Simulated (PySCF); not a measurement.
# Lu2S3: forces at shaken geometries

Aim: move all atoms of relaxed Lu2S3 at random and read energies and forces. The structure is generated, not taken from experiment.

Program: PySCF 2.14.0. Level of theory: B3LYP, Lu lcecp-1-SVP with ECP60, S def2-SVP; scalar-relativistic core potentials, no spin–orbit coupling. These are calculated values, not measurements.

2 further runs of the same task are left out: 1 for a known fault of the program, 1 that didn't finish.

**1. The system as given**

5 atoms, charge 0, spin multiplicity 1.

Bond lengths: Lu1–S3 2.528 Å, Lu1–S4 2.301 Å, Lu2–S3 2.528 Å, Lu2–S5 2.301 Å. Angles: S3–Lu1–S4 124.9°, S3–Lu2–S5 124.9°, Lu1–S3–Lu2 130.1°.

As a file:

```
atom    x (Å)    y (Å)    z (Å)
 Lu1  -0.3541  -0.4782   2.2929
 Lu2  -0.3541  -0.4782  -2.2929
  S3  -0.9883  -1.3346   0.0000
  S4   0.9945   1.3430   2.6913
  S5   0.9945   1.3430  -2.6913
```

Formal oxidation states: Lu +3. Each metal's 14 4f electrons lie in its core potential, so multiplicities, spins and levels count the valence alone. An earlier session relaxed this geometry at B3LYP, Lu lcecp-1-SVP with ECP60, S def2-SVP (singlet, point group C2v).

Its energy there is -1274.425776 Eh.

**2. Atoms moved at random, σ = 0.1 Å**

Contents of run.py (the lines that set the calculation):

```python
mol = gto.M(atom='''
Lu    -0.42577    -0.41727     2.24204
Lu    -0.21736    -0.33554    -2.39925
S     -0.91486    -1.50169     0.12599
S      0.94353     1.37227     2.63746
S      0.90690     1.27715    -2.60625''',
    basis={'Lu': 'lcecp-1-SVP', 'S': 'def2-SVP'},
    ecp={'Lu': 'lcecp-1-SVP'},
    charge=0, spin=0)
mf = dft.RKS(mol, xc='B3LYP')
mf.grids.atom_grid = (50, 194)  # f atoms: unpruned, at least (60, 302)
mf = mf.density_fit()  # fitting sets: Lu AutoAux, S def2-universal-JKFIT
mf.conv_tol = 1e-08; mf.max_cycle = 55
mf.kernel(dm0)  # dm0: the density of the relaxed state
```

Command:

```
$ OMP_NUM_THREADS=2 python run.py
```

The program printed:

```text
init E= -1274.46224493535
  HOMO = -0.202251337311974  LUMO = -0.116785245180798  gap/eV = 2.32565
cycle= 1 E= -1274.31891503293  delta_E= 0.143  |g|= 0.312  |ddm|= 1.03
  HOMO = -0.180173384899908  LUMO = -0.100040288699797  gap/eV = 2.18053
cycle= 2 E= -1274.2324816806  delta_E= 0.0864  |g|= 0.579  |ddm|= 1.42
  HOMO = -0.181937997285399  LUMO = -0.120624097427751  gap/eV = 1.66844
cycle= 3 E= -1274.35518788331  delta_E= -0.123  |g|= 0.0629  |ddm|= 0.896
  HOMO = -0.195448444725282  LUMO = -0.118565300972544  gap/eV = 2.09210
cycle= 4 E= -1274.35575291509  delta_E= -0.000565  |g|= 0.0474  |ddm|= 0.155
  HOMO = -0.191702692157368  LUMO = -0.117778046875447  gap/eV = 2.01159
cycle= 5 E= -1274.35651578366  delta_E= -0.000763  |g|= 0.0162  |ddm|= 0.091
  HOMO = -0.191650739845728  LUMO = -0.11843175847961  gap/eV = 1.99239
cycle= 6 E= -1274.35661512659  delta_E= -9.93e-05  |g|= 0.00353  |ddm|= 0.0307
  HOMO = -0.191583763755881  LUMO = -0.118374207031109  gap/eV = 1.99213
cycle= 7 E= -1274.35661921882  delta_E= -4.09e-06  |g|= 0.00154  |ddm|= 0.00709
  HOMO = -0.191681598765956  LUMO = -0.118244948733132  gap/eV = 1.99831
cycle= 8 E= -1274.35662015492  delta_E= -9.36e-07  |g|= 0.000388  |ddm|= 0.00362
  HOMO = -0.191642601874773  LUMO = -0.118278916962231  gap/eV = 1.99633
cycle= 9 E= -1274.3566202516  delta_E= -9.67e-08  |g|= 0.000114  |ddm|= 0.00137
  HOMO = -0.191655751819353  LUMO = -0.118278580482273  gap/eV = 1.99669
cycle= 10 E= -1274.35662025903  delta_E= -7.43e-09  |g|= 3.21e-05  |ddm|= 0.000336
  HOMO = -0.191655309325429  LUMO = -0.118273025863644  gap/eV = 1.99683
Extra cycle  E= -1274.35662025932  delta_E= -2.85e-10  |g|= 2.63e-05  |ddm|= 0.00012
converged SCF energy = -1274.35662025932
```

Run time: 8.2 s. Hardware: 2 threads of Arm Neoverse V1, shared host.

It gives: E = -1274.356620 Eh (+1.882 eV from the relaxed state), HOMO -5.22 eV, LUMO -3.22 eV, Mulliken charge on Lu1 +0.48 e, largest force component 10.151 eV/Å. The gap is small, and the closed shell wasn't tested for a lower spin-broken solution.

| atom | Fx | Fy | Fz (eV/Å) |
| --- | --- | --- | --- |
| Lu1 | -0.306 | -0.249 | 0.819 |
| Lu2 | -7.000 | -10.151 | 2.348 |
| S3 | 0.229 | 0.300 | -2.006 |
| S4 | 0.424 | 0.550 | -0.007 |
| S5 | 6.654 | 9.550 | -1.153 |

**3. Atoms moved at random, σ = 0.15 Å**

Contents of run.py (the lines that set the calculation):

```python
mol = gto.M(atom='''
Lu    -0.39292    -0.46440     2.27670
Lu    -0.21885    -0.45917    -2.38302
S     -1.21690    -1.42073     0.05050
S      1.04210     1.42209     2.69179
S      1.07902     1.31714    -2.63597''',
    basis={'Lu': 'lcecp-1-SVP', 'S': 'def2-SVP'},
    ecp={'Lu': 'lcecp-1-SVP'},
    charge=0, spin=0)
mf = dft.RKS(mol, xc='B3LYP')
mf.grids.atom_grid = (50, 194)  # f atoms: unpruned, at least (60, 302)
mf = mf.density_fit()  # fitting sets: Lu AutoAux, S def2-universal-JKFIT
mf.conv_tol = 1e-08; mf.max_cycle = 55
mf.kernel(dm0)  # dm0: the density of the relaxed state
```

Command:

```
$ OMP_NUM_THREADS=2 python run.py
```

The program printed:

```text
init E= -1274.34866007831
  HOMO = -0.234409809075931  LUMO = -0.148491127974985  gap/eV = 2.33797
cycle= 1 E= -1274.39853061814  delta_E= -0.0499  |g|= 0.174  |ddm|= 0.552
  HOMO = -0.177546374585216  LUMO = -0.11596933752859  gap/eV = 1.67560
cycle= 2 E= -1274.36621548431  delta_E= 0.0323  |g|= 0.345  |ddm|= 0.797
  HOMO = -0.189796380260132  LUMO = -0.126212099709712  gap/eV = 1.73022
cycle= 3 E= -1274.41018900672  delta_E= -0.044  |g|= 0.0448  |ddm|= 0.541
  HOMO = -0.19411068397732  LUMO = -0.12358578437749  gap/eV = 1.91908
cycle= 4 E= -1274.41080591255  delta_E= -0.000617  |g|= 0.0176  |ddm|= 0.0921
  HOMO = -0.196145799955068  LUMO = -0.12388974297979  gap/eV = 1.96619
cycle= 5 E= -1274.41087907062  delta_E= -7.32e-05  |g|= 0.0111  |ddm|= 0.0394
  HOMO = -0.195176652814426  LUMO = -0.124058713986577  gap/eV = 1.93522
cycle= 6 E= -1274.41092507091  delta_E= -4.6e-05  |g|= 0.00318  |ddm|= 0.0209
  HOMO = -0.19541779389633  LUMO = -0.123913605476538  gap/eV = 1.94573
cycle= 7 E= -1274.41092877994  delta_E= -3.71e-06  |g|= 0.00101  |ddm|= 0.00605
  HOMO = -0.195492161186778  LUMO = -0.12392080564182  gap/eV = 1.94756
cycle= 8 E= -1274.41092916706  delta_E= -3.87e-07  |g|= 0.000188  |ddm|= 0.00175
  HOMO = -0.195486809610065  LUMO = -0.123928400189064  gap/eV = 1.94720
cycle= 9 E= -1274.41092918814  delta_E= -2.11e-08  |g|= 7.86e-05  |ddm|= 0.000671
  HOMO = -0.195495583516966  LUMO = -0.123924972487338  gap/eV = 1.94754
cycle= 10 E= -1274.4109291912  delta_E= -3.06e-09  |g|= 1.96e-05  |ddm|= 0.000174
  HOMO = -0.195495288471849  LUMO = -0.123927485127807  gap/eV = 1.94746
Extra cycle  E= -1274.41092919113  delta_E= 7.09e-11  |g|= 2.95e-05  |ddm|= 8.54e-05
converged SCF energy = -1274.41092919113
```

It took 8 s on 2 threads of Arm Neoverse V1, shared host.

Result: E = -1274.410929 Eh (+0.404 eV from the relaxed state), HOMO -5.32 eV, LUMO -3.37 eV, Mulliken charge on Lu1 +0.57 e, largest force component 1.855 eV/Å. The gap is small, and the closed shell wasn't tested for a lower spin-broken solution.

```
atom      Fx      Fy  Fz (eV/Å)
 Lu1   0.722   1.003     -0.166
 Lu2  -1.526  -1.855      1.493
  S3   0.714   0.698     -0.812
  S4  -0.919  -1.222     -0.294
  S5   1.010   1.376     -0.221
```

**4. Atoms moved at random, σ = 0.1 Å**

Contents of run.py (the lines that set the calculation):

```python
mol = gto.M(atom='''
Lu    -0.60782    -0.36448     2.27326
Lu    -0.28434    -0.40381    -2.15610
S     -0.86154    -1.42705    -0.12830
S      1.10629     1.26149     2.72329
S      0.93985     1.32877    -2.71214''',
    basis={'Lu': 'lcecp-1-SVP', 'S': 'def2-SVP'},
    ecp={'Lu': 'lcecp-1-SVP'},
    charge=0, spin=0)
mf = dft.RKS(mol, xc='B3LYP')
mf.grids.atom_grid = (50, 194)  # f atoms: unpruned, at least (60, 302)
mf = mf.density_fit()  # fitting sets: Lu AutoAux, S def2-universal-JKFIT
mf.conv_tol = 1e-08; mf.max_cycle = 55
mf.kernel(dm0)  # dm0: the density of the relaxed state
```

Command:

```
$ OMP_NUM_THREADS=2 python run.py
```

The program printed:

```text
init E= -1274.38463451775
  HOMO = -0.220311834748936  LUMO = -0.155149222128962  gap/eV = 1.77317
cycle= 1 E= -1274.39528321209  delta_E= -0.0106  |g|= 0.142  |ddm|= 0.729
  HOMO = -0.175164063544649  LUMO = -0.121052270910683  gap/eV = 1.47246
cycle= 2 E= -1274.36749128749  delta_E= 0.0278  |g|= 0.312  |ddm|= 0.714
  HOMO = -0.202897027603661  LUMO = -0.119327208340217  gap/eV = 2.27405
cycle= 3 E= -1274.40063948049  delta_E= -0.0331  |g|= 0.0873  |ddm|= 0.565
  HOMO = -0.201193270129696  LUMO = -0.126418354454676  gap/eV = 2.03473
cycle= 4 E= -1274.40359991654  delta_E= -0.00296  |g|= 0.0225  |ddm|= 0.165
  HOMO = -0.203374240533331  LUMO = -0.126382841136996  gap/eV = 2.09504
cycle= 5 E= -1274.40374564425  delta_E= -0.000146  |g|= 0.011  |ddm|= 0.0475
  HOMO = -0.202844599244546  LUMO = -0.126280985769815  gap/eV = 2.08340
cycle= 6 E= -1274.40379075541  delta_E= -4.51e-05  |g|= 0.00264  |ddm|= 0.02
  HOMO = -0.202832576773568  LUMO = -0.126407061893858  gap/eV = 2.07964
cycle= 7 E= -1274.40379381109  delta_E= -3.06e-06  |g|= 0.000889  |ddm|= 0.00636
  HOMO = -0.202865479423503  LUMO = -0.126371451172798  gap/eV = 2.08151
cycle= 8 E= -1274.40379417571  delta_E= -3.65e-07  |g|= 0.000296  |ddm|= 0.00205
  HOMO = -0.202871823665828  LUMO = -0.126372553794854  gap/eV = 2.08165
cycle= 9 E= -1274.40379423849  delta_E= -6.28e-08  |g|= 0.000134  |ddm|= 0.00105
  HOMO = -0.202863484010199  LUMO = -0.126377419623726  gap/eV = 2.08129
cycle= 10 E= -1274.40379425177  delta_E= -1.33e-08  |g|= 3.44e-05  |ddm|= 0.00044
  HOMO = -0.202863235854935  LUMO = -0.126376870460004  gap/eV = 2.08130
cycle= 11 E= -1274.40379425388  delta_E= -2.11e-09  |g|= 1.44e-05  |ddm|= 0.000226
  HOMO = -0.202862467442534  LUMO = -0.126376959449732  gap/eV = 2.08128
Extra cycle  E= -1274.40379425394  delta_E= -6.5e-11  |g|= 2.37e-05  |ddm|= 8.54e-05
converged SCF energy = -1274.40379425394
```

Wall time 8.3 s (2 threads of Arm Neoverse V1, shared host).

Result: E = -1274.403794 Eh (+0.598 eV from the relaxed state), HOMO -5.52 eV, LUMO -3.44 eV, Mulliken charge on Lu1 +0.62 e, largest force component 3.342 eV/Å. 

```csv
atom,Fx,Fy,Fz (eV/Å)
Lu1,1.304,0.909,-0.519
Lu2,-1.165,-1.514,-2.039
S3,-0.551,-0.658,3.342
S4,-1.323,-1.246,-0.271
S5,1.734,2.509,-0.513
```

**5. The displacements side by side**

| σ (Å) | energy rise (eV) | harmonic estimate −½ F·u (eV) | largest force component (eV/Å) |
| --- | --- | --- | --- |
| 0.1 | 1.882 | 2.145 | 10.15 |
| 0.15 | 0.404 | 0.378 | 1.86 |
| 0.1 | 0.598 | 0.651 | 3.34 |

Every displacement raises the energy. For a harmonic well the rise equals −½ F·u; the two differ by at most 14 % here (a move with σ = 0.1 Å), from anharmonicity, the grid and the small forces left at the relaxed point. The bases are small and lack diffuse functions. Spin–orbit coupling is left out.
